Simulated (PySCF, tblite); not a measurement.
# C2H10B3N: geometry, infrared bands and NMR shifts

Aim: predict the infrared bands and NMR shifts of C2H10B3N (`BN(B)CBC`).

The runs use tblite 0.8.0 and PySCF 2.14.0, with density-fitted response routines of our own; the level of theory stands in each step. All values are computed, except where a source is named. Atoms are numbered from 0 throughout.

### 1 The molecule as given

16 atoms, charge 0, multiplicity 1; geometry from: force field or distance geometry start.

Bonds of the start (Å): B0–N1 1.55, N1–B2 1.53, N1–C3 1.47, C3–B4 1.61, B4–C5 1.59, B0–H6 1.18, B0–H7 1.19, B2–H8 1.18, B2–H9 1.18, C3–H10 1.11, C3–H11 1.11, B4–H12 1.19, C5–H13 1.10, C5–H14 1.10, C5–H15 1.11.

### 2 Relaxing the molecule with GFN2-xTB

What the job is given:

```
{"job": {"kind": "relax", "xc": "GFN2-xTB", "basis": "xTB"}, "charge": 0, "multiplicity": 1}
B      1.657900     0.047700     1.108900
N      0.912800    -0.228200    -0.219300
B      1.975900    -0.179000    -1.319500
C     -0.144700     0.767600    -0.472000
B     -1.441300     0.455200     0.431500
C     -2.209600    -0.929000     0.285700
H      1.620500    -0.746200     1.974400
H      2.183700     1.097500     1.302300
H      2.542900     0.829400    -1.563400
H      2.173300    -1.135500    -1.974800
H     -0.488000     0.705800    -1.524300
H      0.202300     1.798100    -0.269800
H     -1.840000     1.274700     1.191700
H     -3.071200    -0.942800     0.973000
H     -2.561500    -1.047900    -0.753400
H     -1.520500    -1.758400     0.562600
```

Command:

```bash
$ OMP_NUM_THREADS=1 python probes_run.py task.json out
```

This one command runs all jobs of the session in turn.

**Question.** This job is followed by: GFN2-xTB harmonic vibrations, gas phase; GIAO PBE0/pcSseg-1 NMR shielding, non-relativistic, gas phase. What will the session give for the following? strongest single infrared mode (GFN2-xTB); zero-point energy (GFN2-xTB); 13C shifts against TMS (PBE0/pcSseg-1); 1H shifts against TMS (PBE0/pcSseg-1, means over atoms taken as alike); 11B shifts against BF3·OEt2 (PBE0/pcSseg-1, means over atoms taken as alike); 15N shifts against NH3 (PBE0/pcSseg-1).

As calculated:

| quantity | value |
| --- | --- |
| strongest single infrared mode (GFN2-xTB) | 1390 cm⁻¹, 342 km/mol |
| zero-point energy (GFN2-xTB) | 77.7 kcal/mol |
| 13C shifts against TMS (PBE0/pcSseg-1) | 69.1, 12.4 ppm |
| 1H shifts against TMS (PBE0/pcSseg-1, means over atoms taken as alike) | 7.94, 5.57, 4.40, 1.03 ppm |
| 11B shifts against BF3·OEt2 (PBE0/pcSseg-1, means over atoms taken as alike) | 89.3, 54.4 ppm |
| 15N shifts against NH3 (PBE0/pcSseg-1) | 212.3 ppm |

What this shows: Over 106 steps the energy fell by 2.279 eV; of the close pairs, B0–N1 changed most, 1.548 to 1.411 Å. The lowest mode is imaginary (43i cm⁻¹), so the xTB geometry is not a minimum. The strongest single mode, at 1390 cm⁻¹, moves mainly N1. GFN2-xTB is a fitted tight-binding method: band positions and strengths are rough. Its intensities can rank the bands wrongly. C3 (sp3 CH2 bonded to B and N) lies farthest downfield among carbon, at 69.1 ppm; pulled downfield by the heteroatom. At PBE0/pcSseg-1: Shielding is most anisotropic at N1 (span 377 ppm, paramagnetic term -269 ppm).
